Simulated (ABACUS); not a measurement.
# Ta4NiO11 (Cmmm) in ABACUS: notebook, part 2 of 2

ABACUS 3.10.1. Earlier steps stand in the parts before.

## (3) Equation of state, r2SCAN, collinear spin, ferromagnetic start, 13.24 Å³/atom (volume scaled by 0.94)

File INPUT:

```
INPUT_PARAMETERS
suffix              Ta4NiO11
calculation         scf
basis_type          lcao
pseudo_dir          ./
orbital_dir         ./
symmetry            1
dft_functional      MGGA_X_R2SCAN+MGGA_C_R2SCAN
ecutwfc             100
pseudo_rcut         7
nspin               2
nbands              117
ks_solver           genelpa
smearing_method     fd
smearing_sigma      0.00367493
scf_thr             1e-07
scf_nmax            100
mixing_type         broyden
mixing_beta         0.4
cal_force           1
cal_stress          1
mixing_tau          1
out_mul             1
```

File STRU:

```
ATOMIC_SPECIES
Ta 180.9479 Ta_ONCV_PBE-1.2.upf
Ni 58.6934 Ni_ONCV_PBE-1.2.upf
O 15.9990 O_ONCV_PBE-1.2.upf

NUMERICAL_ORBITAL
Ta_confined-atom_7au_3s2p2d2f.orb
Ni_confined-atom_7au_3s2p2d1f.orb
O_confined-atom_6au_2s2p1d.orb

LATTICE_CONSTANT
1.8897261246

LATTICE_VECTORS
1.9150418632 -14.5269975040 0.0000000000
1.9150418632 14.5269975040 0.0000000000
0.0000000000 0.0000000000 3.8065736599

ATOMIC_POSITIONS
Cartesian

Ta
0.0
4
1.9150418632 8.5892325442 0.0000000000 1 1 1 mag 0
1.9150418632 -12.3337114208 0.0000000000 1 1 1 mag 0
1.9150418632 12.3337114208 0.0000000000 1 1 1 mag 0
1.9150418632 -8.5892325442 0.0000000000 1 1 1 mag 0

Ni
0.0
1
1.9150418632 0.0000000000 0.0000000000 1 1 1 mag 1

O
0.0
11
1.9150418632 10.4632152222 0.0000000000 1 1 1 mag 0
1.9150418632 -6.4229666764 0.0000000000 1 1 1 mag 0
1.9150418632 1.8463813828 0.0000000000 1 1 1 mag 0
1.9150418632 -1.8463813828 0.0000000000 1 1 1 mag 0
0.0000000000 0.0000000000 0.0000000000 1 1 1 mag 0
1.9150418632 -10.4632152222 0.0000000000 1 1 1 mag 0
1.9150418632 6.4229666764 0.0000000000 1 1 1 mag 0
1.9150418632 -12.4322044639 1.9032868300 1 1 1 mag 0
1.9150418632 12.4322044639 1.9032868300 1 1 1 mag 0
1.9150418632 -8.5523339706 1.9032868300 1 1 1 mag 0
1.9150418632 8.5523339706 1.9032868300 1 1 1 mag 0
```

File KPT:

```
K_POINTS
0
Gamma
4 4 4 0 0 0
```

Potentials or basis: SG15 ONCV 1.2 PBE, DZP LCAO (the cutoffs set its grid).

Run with:

```
$ OMP_NUM_THREADS=1 mpirun -np 8 abacus > log
```

Wall time 6.5 min (8 MPI ranks of Intel Xeon 6975P-C (Granite Rapids), shared host); peak memory 3.3 GiB.

It converged, with:

| Quantity | Value |
| --- | --- |
| Free energy | -35954.4052 eV |
| Pressure | 8.6 GPa |
| Largest force | 0.414 eV/Å |
| Band gap on the k mesh | none (metal or under the smearing width) |
| Net moment | 0.50 μB per cell |
| Absolute moment | 0.62 μB per cell |
| Site moments | Ta +0.00; Ni +0.47; O +0.00, +0.02 μB |
| Mulliken charges | Ta +1.58, +1.66; Ni +0.29; O -0.60, -0.71, -0.59, -0.65, -0.58, -0.57 e |

Caveat: the k mesh is coarse (spacing up to 0.41 Å⁻¹), so the values aren't converged; the atomic orbitals were generated for these runs and aren't a published set; Mulliken charges move with the basis; the potentials were made for another functional, which shifts forces and pressure; the basis of atomic orbitals isn't converged, which shifts pressures, moduli and gaps; a cell with one magnetic atom can't hold antiferromagnetic order, which such compounds often take; semilocal functionals often make such compounds metallic where correlation or magnetic order opens a gap, which also shifts bond lengths.

## (4) Equation of state, r2SCAN, collinear spin, ferromagnetic start, 13.80 Å³/atom (volume scaled by 0.98)

INPUT is that of step 3.

File STRU:

```
ATOMIC_SPECIES
Ta 180.9479 Ta_ONCV_PBE-1.2.upf
Ni 58.6934 Ni_ONCV_PBE-1.2.upf
O 15.9990 O_ONCV_PBE-1.2.upf

NUMERICAL_ORBITAL
Ta_confined-atom_7au_3s2p2d2f.orb
Ni_confined-atom_7au_3s2p2d1f.orb
O_confined-atom_6au_2s2p1d.orb

LATTICE_CONSTANT
1.8897261246

LATTICE_VECTORS
1.9418291349 -14.7301986118 0.0000000000
1.9418291349 14.7301986118 0.0000000000
0.0000000000 0.0000000000 3.8598193484

ATOMIC_POSITIONS
Cartesian

Ta
0.0
4
1.9418291349 8.7093772312 0.0000000000 1 1 1 mag 0
1.9418291349 -12.5062332254 0.0000000000 1 1 1 mag 0
1.9418291349 12.5062332254 0.0000000000 1 1 1 mag 0
1.9418291349 -8.7093772312 0.0000000000 1 1 1 mag 0

Ni
0.0
1
1.9418291349 0.0000000000 0.0000000000 1 1 1 mag 1

O
0.0
11
1.9418291349 10.6095728521 0.0000000000 1 1 1 mag 0
1.9418291349 -6.5128100142 0.0000000000 1 1 1 mag 0
1.9418291349 1.8722082436 0.0000000000 1 1 1 mag 0
1.9418291349 -1.8722082436 0.0000000000 1 1 1 mag 0
0.0000000000 0.0000000000 0.0000000000 1 1 1 mag 0
1.9418291349 -10.6095728521 0.0000000000 1 1 1 mag 0
1.9418291349 6.5128100142 0.0000000000 1 1 1 mag 0
1.9418291349 -12.6061039720 1.9299096742 1 1 1 mag 0
1.9418291349 12.6061039720 1.9299096742 1 1 1 mag 0
1.9418291349 -8.6719625267 1.9299096742 1 1 1 mag 0
1.9418291349 8.6719625267 1.9299096742 1 1 1 mag 0
```

KPT is that of step 3.

Run with:

```
$ OMP_NUM_THREADS=1 mpirun -np 8 abacus > log
```

Run time: 6.1 min. Hardware: 8 MPI ranks of Intel Xeon 6975P-C (Granite Rapids), shared host; peak memory 3.5 GiB.

It converged, with:

| Item | Value |
| --- | --- |
| Free energy | -35954.5972 eV |
| Pressure | -1.5 GPa |
| Largest force | 0.292 eV/Å |
| Band gap on the k mesh | none (metal or under the smearing width) |
| Net moment | 0.50 μB per cell |
| Absolute moment | 0.66 μB per cell |
| Site moments | Ta +0.00; Ni +0.48; O +0.00, +0.02 μB |
| Mulliken charges | Ta +1.59, +1.66; Ni +0.32; O -0.60, -0.71, -0.59, -0.67, -0.58 e |

Caveat: the k mesh is coarse (spacing up to 0.41 Å⁻¹), so the values aren't converged; the atomic orbitals were generated for these runs and aren't a published set; Mulliken charges move with the basis; the potentials were made for another functional, which shifts forces and pressure; the basis of atomic orbitals isn't converged, which shifts pressures, moduli and gaps; a cell with one magnetic atom can't hold antiferromagnetic order, which such compounds often take; semilocal functionals often make such compounds metallic where correlation or magnetic order opens a gap, which also shifts bond lengths.

## (5) Equation of state, r2SCAN, collinear spin, ferromagnetic start, 14.36 Å³/atom (volume scaled by 1.02)

INPUT is that of step 4.

File STRU:

```
ATOMIC_SPECIES
Ta 180.9479 Ta_ONCV_PBE-1.2.upf
Ni 58.6934 Ni_ONCV_PBE-1.2.upf
O 15.9990 O_ONCV_PBE-1.2.upf

NUMERICAL_ORBITAL
Ta_confined-atom_7au_3s2p2d2f.orb
Ni_confined-atom_7au_3s2p2d1f.orb
O_confined-atom_6au_2s2p1d.orb

LATTICE_CONSTANT
1.8897261246

LATTICE_VECTORS
1.9678970661 -14.9279429946 0.0000000000
1.9678970661 14.9279429946 0.0000000000
0.0000000000 0.0000000000 3.9116351871

ATOMIC_POSITIONS
Cartesian

Ta
0.0
4
1.9678970661 8.8262955750 0.0000000000 1 1 1 mag 0
1.9678970661 -12.6741221613 0.0000000000 1 1 1 mag 0
1.9678970661 12.6741221613 0.0000000000 1 1 1 mag 0
1.9678970661 -8.8262955750 0.0000000000 1 1 1 mag 0

Ni
0.0
1
1.9678970661 0.0000000000 0.0000000000 1 1 1 mag 1

O
0.0
11
1.9678970661 10.7520002213 0.0000000000 1 1 1 mag 0
1.9678970661 -6.6002407156 0.0000000000 1 1 1 mag 0
1.9678970661 1.8973415546 0.0000000000 1 1 1 mag 0
1.9678970661 -1.8973415546 0.0000000000 1 1 1 mag 0
0.0000000000 0.0000000000 0.0000000000 1 1 1 mag 0
1.9678970661 -10.7520002213 0.0000000000 1 1 1 mag 0
1.9678970661 6.6002407156 0.0000000000 1 1 1 mag 0
1.9678970661 -12.7753336148 1.9558175936 1 1 1 mag 0
1.9678970661 12.7753336148 1.9558175936 1 1 1 mag 0
1.9678970661 -8.7883785998 1.9558175936 1 1 1 mag 0
1.9678970661 8.7883785998 1.9558175936 1 1 1 mag 0
```

KPT is that of step 4.

Run with:

```
$ OMP_NUM_THREADS=1 mpirun -np 8 abacus > log
```

It took 7.6 min on 8 MPI ranks of Intel Xeon 6975P-C (Granite Rapids), shared host; peak memory 3.6 GiB.

It converged, with:

```
Free energy            : -35954.2863 eV
Pressure               : -9.5 GPa
Largest force          : 0.227 eV/Å
Band gap on the k mesh : none (metal or under the smearing width)
Net moment             : 0.50 μB per cell
Absolute moment        : 0.69 μB per cell
Site moments           : Ta +0.00; Ni +0.48; O +0.00, +0.01 μB
Mulliken charges       : Ta +1.61, +1.67; Ni +0.35; O -0.60, -0.72, -0.69, -0.59 e
```

Caveat: the k mesh is coarse (spacing up to 0.40 Å⁻¹), so the values aren't converged; the atomic orbitals were generated for these runs and aren't a published set; Mulliken charges move with the basis; the potentials were made for another functional, which shifts forces and pressure; the basis of atomic orbitals isn't converged, which shifts pressures, moduli and gaps; a cell with one magnetic atom can't hold antiferromagnetic order, which such compounds often take; semilocal functionals often make such compounds metallic where correlation or magnetic order opens a gap, which also shifts bond lengths.

## (6) Equation of state, r2SCAN, collinear spin, ferromagnetic start, 14.93 Å³/atom (volume scaled by 1.06)

INPUT is that of step 5.

File STRU:

```
ATOMIC_SPECIES
Ta 180.9479 Ta_ONCV_PBE-1.2.upf
Ni 58.6934 Ni_ONCV_PBE-1.2.upf
O 15.9990 O_ONCV_PBE-1.2.upf

NUMERICAL_ORBITAL
Ta_confined-atom_7au_3s2p2d2f.orb
Ni_confined-atom_7au_3s2p2d1f.orb
O_confined-atom_6au_2s2p1d.orb

LATTICE_CONSTANT
1.8897261246

LATTICE_VECTORS
1.9932920872 -15.1205828611 0.0000000000
1.9932920872 15.1205828611 0.0000000000
0.0000000000 0.0000000000 3.9621134667

ATOMIC_POSITIONS
Cartesian

Ta
0.0
4
1.9932920872 8.9401958225 0.0000000000 1 1 1 mag 0
1.9932920872 -12.8376772607 0.0000000000 1 1 1 mag 0
1.9932920872 12.8376772607 0.0000000000 1 1 1 mag 0
1.9932920872 -8.9401958225 0.0000000000 1 1 1 mag 0

Ni
0.0
1
1.9932920872 0.0000000000 0.0000000000 1 1 1 mag 1

O
0.0
11
1.9932920872 10.8907510115 0.0000000000 1 1 1 mag 0
1.9932920872 -6.6854145062 0.0000000000 1 1 1 mag 0
1.9932920872 1.9218260816 0.0000000000 1 1 1 mag 0
1.9932920872 -1.9218260816 0.0000000000 1 1 1 mag 0
0.0000000000 0.0000000000 0.0000000000 1 1 1 mag 0
1.9932920872 -10.8907510115 0.0000000000 1 1 1 mag 0
1.9932920872 6.6854145062 0.0000000000 1 1 1 mag 0
1.9932920872 -12.9401948125 1.9810567334 1 1 1 mag 0
1.9932920872 12.9401948125 1.9810567334 1 1 1 mag 0
1.9932920872 -8.9017895420 1.9810567334 1 1 1 mag 0
1.9932920872 8.9017895420 1.9810567334 1 1 1 mag 0
```

KPT is that of step 5.

Potentials or basis: SG15 ONCV 1.2 PBE, DZP LCAO (the cutoffs set its grid).

Run with:

```
$ OMP_NUM_THREADS=1 mpirun -np 8 abacus > log
```

It took 7.2 min on 8 MPI ranks of Intel Xeon 6975P-C (Granite Rapids), shared host; peak memory 3.7 GiB.

Results (log left out):

* Free energy: -35953.5602 eV
* Pressure: -16.0 GPa
* Largest force: 0.183 eV/Å
* Band gap on the k mesh: none (metal or under the smearing width)
* Net moment: 0.50 μB per cell
* Absolute moment: 0.72 μB per cell
* Site moments: Ta +0.00; Ni +0.48; O +0.00, -0.00, +0.01 μB
* Mulliken charges: Ta +1.63, +1.68; Ni +0.39; O -0.60, -0.73, -0.61, -0.70 e

Caveat: the k mesh is coarse (spacing up to 0.40 Å⁻¹), so the values aren't converged; the atomic orbitals were generated for these runs and aren't a published set; Mulliken charges move with the basis; the potentials were made for another functional, which shifts forces and pressure; the basis of atomic orbitals isn't converged, which shifts pressures, moduli and gaps; a cell with one magnetic atom can't hold antiferromagnetic order, which such compounds often take; semilocal functionals often make such compounds metallic where correlation or magnetic order opens a gap, which also shifts bond lengths.

## (7) Equation of state, r2SCAN, collinear spin, ferromagnetic start

No new run: the results of the series are fitted here.

What came out:

| Quantity | Value |
| --- | --- |
| Equilibrium volume | 13.72 Å³/atom |
| Bulk modulus at fixed shape and positions | 223 GPa |
| Pressure derivative of the bulk modulus | 3.7 (rough: it moves with the points fitted) |

Energy against volume, from the lowest point:
```
volume (Å³/atom)  energy (meV/atom)
          13.237              12.00
          13.801               0.00
          14.364              19.43
          14.927              64.81
```

Caveat: the k mesh is coarse (spacing up to 0.41 Å⁻¹), so the values aren't converged; the atomic orbitals were generated for these runs and aren't a published set; the cell was scaled at fixed shape and fractional positions, which overstates the stiffness of a crystal with free parameters, most of all of layers and chains; the potentials were made for another functional, which shifts forces and pressure; the basis of atomic orbitals isn't converged, which shifts pressures, moduli and gaps.
